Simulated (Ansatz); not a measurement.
# RuS: the cost of one run

Computed with Ansatz 0.2.0 (DFT r²SCAN, scalar-relativistic, plane waves, PAW, unless a step's input says otherwise).

1 further run of the same task is left out (it didn't finish). Runs told in other sessions of the task aren't counted.

**1. Starting point**

Symmetry: Fm-3m, No. 225, cubic system. The conventional cell has a = 4.897 Å, b = 4.897 Å, c = 4.897 Å, α = 90.00°, β = 90.00°, γ = 90.00°. Ru (site symmetry m-3m) has 6 S at 2.45 Å in its first shell of neighbours. Around S (site symmetry m-3m) lie 6 Ru at 2.45 Å.

As a file:

```cif
data_structure
_symmetry_space_group_name_H-M 'Fm-3m'
_symmetry_Int_Tables_number 225
_cell_length_a 4.8973
_cell_length_b 4.8973
_cell_length_c 4.8973
_cell_angle_alpha 90.000
_cell_angle_beta 90.000
_cell_angle_gamma 90.000
_cell_volume 117.45
loop_
_atom_site_label
_atom_site_type_symbol
_atom_site_symmetry_multiplicity
_atom_site_Wyckoff_symbol
_atom_site_fract_x
_atom_site_fract_y
_atom_site_fract_z
_atom_site_occupancy
Ru1 Ru 4 b 0.50000 0.00000 0.00000 1
S1 S 4 a 0.00000 0.00000 0.00000 1
```

This cell comes from an earlier session at r²SCAN: 14.682 Å³/atom at 0.11 GPa, on a 12×12×12 mesh.

Volume factors to run: 0.980, 1.020, 0.960, 1.040, 1.070.

**2. At 0.980 of the relaxed volume**

File input.yaml:

```yaml
crystal:
  lattice:
    - [0.0, 2.4322078705, 2.4322078705]
    - [2.4322078705, 0.0, 2.4322078705]
    - [2.4322078705, 2.4322078705, 0.0]
  atoms:
    - { symbol: Ru, position: [0.5, 0.5, 0.5] }
    - { symbol: S, position: [0.0, 0.0, 0.0] }
basis:
  ecutwfc: 500
  ecutrho_ratio: 4
kpoints:
  mp_grid: { grid: [12, 12, 12] }
hamiltonian:
  xc: r2scan
scf:
  occupations: { method: gaussian, width: 0.05 }
output:
  forces: true
  stress: true
  eigenvalues: true
```

On the command line:

```bash
ansatz run input.yaml --threads 2 --pin off --max-ram 2662MiB --backend cpu --events-out ev --progress --plain --runs-dir out
```

**Question.** How long does this run take on 2 threads of Arm Neoverse V2, shared host, and how much memory does it need?

About 2.3 s, with a peak of 0.39 GiB.
